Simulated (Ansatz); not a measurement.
# C4H13ClN2Si: the cost of one run

Method: RKS B3LYP-D4/STO-3G, in Ansatz 0.2.0.

### 1 The starting structure

Bond lengths (14 of 20 bonds, heavy atoms first): Si1–Cl3 2.130 Å, Si1–N4 1.819 Å, N4–C5 1.470 Å, N4–C9 1.470 Å, Si1–N13 1.819 Å, N13–C14 1.470 Å, N13–C18 1.470 Å, Si1–H2 1.460 Å, C5–H6 1.110 Å, C5–H7 1.110 Å, C5–H8 1.110 Å, C9–H10 1.110 Å, C9–H11 1.110 Å, C9–H12 1.110 Å. Angles (14 of 36 angles, heavy atoms first): Cl3–Si1–N4 109.5°, Cl3–Si1–N13 109.5°, N4–Si1–N13 109.5°, Si1–N4–C5 120.0°, Si1–N4–C9 120.0°, C5–N4–C9 120.0°, Si1–N13–C14 120.0°, Si1–N13–C18 120.0°, C14–N13–C18 120.0°, H2–Si1–Cl3 109.4°, H2–Si1–N4 109.5°, H2–Si1–N13 109.5°, N4–C5–H6 109.5°, N4–C5–H7 109.5°.

Coordinates:

```xyz
21

Si    0.0000    0.0000    0.0000
H     0.0000    0.0000    1.4600
Cl    2.0086    0.0000   -0.7093
N    -0.8572    1.4851   -0.6061
C    -2.2719    1.4087   -0.9981
H    -2.8245    0.7784   -0.2704
H    -2.7088    2.4290   -1.0098
H    -2.3521    0.9607   -2.0106
C    -0.1354    2.7620   -0.7039
H    -0.2436    3.1711   -1.7300
H    -0.5567    3.4827    0.0276
H     0.9399    2.5975   -0.4831
N    -0.8572   -1.4851   -0.6061
C    -1.5991   -2.3398    0.3320
H    -1.2218   -2.1735    1.3626
H    -2.6791   -2.0872    0.2887
H    -1.4574   -3.4051    0.0541
C    -0.8082   -1.8308   -2.0340
H    -1.6103   -1.2865   -2.5747
H     0.1794   -1.5432   -2.4511
H    -0.9565   -2.9241   -2.1559
```

### 2 Relaxing the start

The input, input.yaml:

```yaml
crystal:
  periodic: [false, false, false]
  atoms:
    - { symbol: Si, position_ang: [0.0, 0.0, 0.0] }
    - { symbol: H, position_ang: [0.0, 0.0, 1.46] }
    - { symbol: Cl, position_ang: [2.0086, 0.0, -0.7093] }
    - { symbol: "N", position_ang: [-0.8572, 1.4851, -0.6061] }
    - { symbol: C, position_ang: [-2.2719, 1.4087, -0.9981] }
    - { symbol: H, position_ang: [-2.8245, 0.7784, -0.2704] }
    - { symbol: H, position_ang: [-2.7088, 2.429, -1.0098] }
    - { symbol: H, position_ang: [-2.3521, 0.9607, -2.0106] }
    - { symbol: C, position_ang: [-0.1354, 2.762, -0.7039] }
    - { symbol: H, position_ang: [-0.2436, 3.1711, -1.73] }
    - { symbol: H, position_ang: [-0.5567, 3.4827, 0.0276] }
    - { symbol: H, position_ang: [0.9399, 2.5975, -0.4831] }
    - { symbol: "N", position_ang: [-0.8572, -1.4851, -0.6061] }
    - { symbol: C, position_ang: [-1.5991, -2.3398, 0.332] }
    - { symbol: H, position_ang: [-1.2218, -2.1735, 1.3626] }
    - { symbol: H, position_ang: [-2.6791, -2.0872, 0.2887] }
    - { symbol: H, position_ang: [-1.4574, -3.4051, 0.0541] }
    - { symbol: C, position_ang: [-0.8082, -1.8308, -2.034] }
    - { symbol: H, position_ang: [-1.6103, -1.2865, -2.5747] }
    - { symbol: H, position_ang: [0.1794, -1.5432, -2.4511] }
    - { symbol: H, position_ang: [-0.9565, -2.9241, -2.1559] }
basis:
  gaussian: { orbitals: STO-3G }
hamiltonian:
  xc: b3lyp
  dispersion: d4
relax:
  f_tol: 0.02
  max_steps: 40
```

On the command line:

```
$ ansatz run input.yaml --threads 1 --pin off --max-ram 2048MiB --backend cpu --events-out ev --progress --plain --runs-dir out
```

**Question.** How long does this run take on 1 thread of Arm Neoverse V1, shared host, and how much memory does it need?

About 3 min, with a peak of 0.18 GiB.
